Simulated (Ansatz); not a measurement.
# C₂HF₂In: a ladder of functionals and wavefunction methods

Aim: compute C₂HF₂In with functionals from several rungs and with coupled cluster, and see how far each lands from CCSD(T) at the basis-set limit for the atomisation energy.

The runs use Ansatz 0.2.0, Gaussian basis; functionals in def2-TZVPP, the program's frozen cores in correlated methods.

Levels to be run: LDA (SPW92), PBE-D4, revPBE-D4, BLYP-D4, r2SCAN-D4, B97M-V, PBE0-D4, B3LYP-D4, r2SCANh-D4, r2SCAN0-D4, HSE06-D4, BHLYP-D4, CAM-B3LYP-D4, LC-ωPBE, ωB97X-V, ωB97M-V, B2PLYP, PBE-QIDH; CCSD(T)/def2-SVP; CCSD(T)/def2-TZVPP; MP2/def2-QZVPP; extrapolation to the limit; RPA on PBE.

### 1 The geometry

All runs share one geometry, relaxed beforehand with PBE0-D4 in a triple-zeta def2 set. In takes the def2 core potential; no spin-orbit term is included.

6 atoms, charge 0, spin multiplicity 1.

Atoms are counted from 1 here; the program's logs count them from 0.

Bond lengths: C1–C2 1.205 Å, C1–H6 1.067 Å, C2–In3 2.040 Å, In3–F4 1.928 Å, In3–F5 1.928 Å. Angles: C2–C1–H6 179.9°, C1–C2–In3 179.9°, C2–In3–F4 125.6°, C2–In3–F5 125.6°, F4–In3–F5 108.8°.

### 2 LDA

This LDA is Slater exchange with PW92 correlation.

Input file in.yaml:

```yaml
crystal:
  periodic: [false, false, false]
  atoms:
    - {symbol: C, position_ang: [1.630605, -0.237733, 1.167759]}
    - {symbol: C, position_ang: [0.657969, -0.095921, 0.469855]}
    - {symbol: In, position_ang: [-0.989470, 0.144627, -0.708570]}
    - {symbol: F, position_ang: [-2.404039, -1.145558, -0.935787]}
    - {symbol: F, position_ang: [-1.387132, 1.698949, -1.777715]}
    - {symbol: H, position_ang: [2.492077, -0.364365, 1.784458]}
basis:
  gaussian: {orbitals: def2-TZVPP}
hamiltonian: {xc: lda}
output: {orbitals: {seedname: orbitals}}
```

On the command line:

```sh
ansatz run in.yaml --threads 4 --pin off --events-out ev --progress --plain --max-ram 10444MiB
```

The runs that follow: PBE-D4 (GGA); revPBE-D4 (GGA); BLYP-D4 (GGA); r2SCAN-D4 (meta-GGA); B97M-V (meta-GGA); B3LYP-D4 (hybrid); r2SCANh-D4 (hybrid); r2SCAN0-D4 (hybrid); HSE06-D4 (hybrid); BHLYP-D4 (hybrid); CAM-B3LYP-D4 (range-separated); LC-ωPBE (range-separated); ωB97X-V (range-separated); ωB97M-V (range-separated); B2PLYP (double hybrid); PBE-QIDH (double hybrid); CCSD(T) in def2-SVP; CCSD(T) in def2-TZVPP; MP2 in def2-QZVPP; RPA on PBE orbitals.

**Question.** What will the summary of the whole plan be? Wanted: atomisation energy, CCSD(T)/CBS; farthest beyond LDA; mean size of error, GGA; mean size of error, meta-GGA; mean size of error, hybrid; mean size of error, range-separated; mean size of error, double hybrid; gap, smallest and largest; T1 diagnostic.

As calculated:

| quantity | value |
| --- | --- |
| atomisation energy, CCSD(T)/CBS | 2332.7 kJ/mol |
| functionals within 23.3 kJ/mol (1.0 %) | BLYP-D4, r2SCAN-D4, B97M-V, LC-ωPBE, ωB97X-V, ωB97M-V |
| farthest beyond LDA | BHLYP-D4 (-170.5 kJ/mol) |
| mean size of error, GGA | 36.1 kJ/mol |
| mean size of error, meta-GGA | 19.2 kJ/mol |
| mean size of error, hybrid | 72.6 kJ/mol |
| mean size of error, range-separated | 15.5 kJ/mol |
| mean size of error, double hybrid | 40.3 kJ/mol |
| gap, smallest and largest | 4.67 eV (BLYP-D4), 12.08 eV (LC-ωPBE) |
| T1 diagnostic | 0.0166 |
| triples share of the correlation energy | 3.7 % |

The LDA atomisation energy is off by 382.5 kJ/mol (16 %): it overbinds. PBE-D4 is off by +63.0 kJ/mol. Double hybrids carry the basis error of their MP2 part in triple zeta, and no dispersion term here, so their miss is partly the set-up's. The rungs range-separated, meta-GGA miss on average by less than the doubt on the reference (23.3 kJ/mol), so they tie; hybrid functionals have the largest mean beyond LDA (72.6 kJ/mol), BHLYP with half exact exchange included. Misses under about 23.3 kJ/mol are within the doubt on the reference itself, which lacks core-valence correlation, spin-orbit coupling and higher excitations, and its outer-core shells are covered unevenly. All levels share the lack of spin-orbit coupling, which lowers the free heavy atoms and so the true binding. Hartree-Fock recovers 68 % of the binding; the rest is correlation. CCSD(T) in def2-SVP is off by -158.9 kJ/mol, more than most functionals: a good method in a small basis is no reference. Orbital gaps span 4.7 to 12.1 eV; exact exchange widens them. Correlated methods include outer-core shells of In, which these sets cover unevenly.
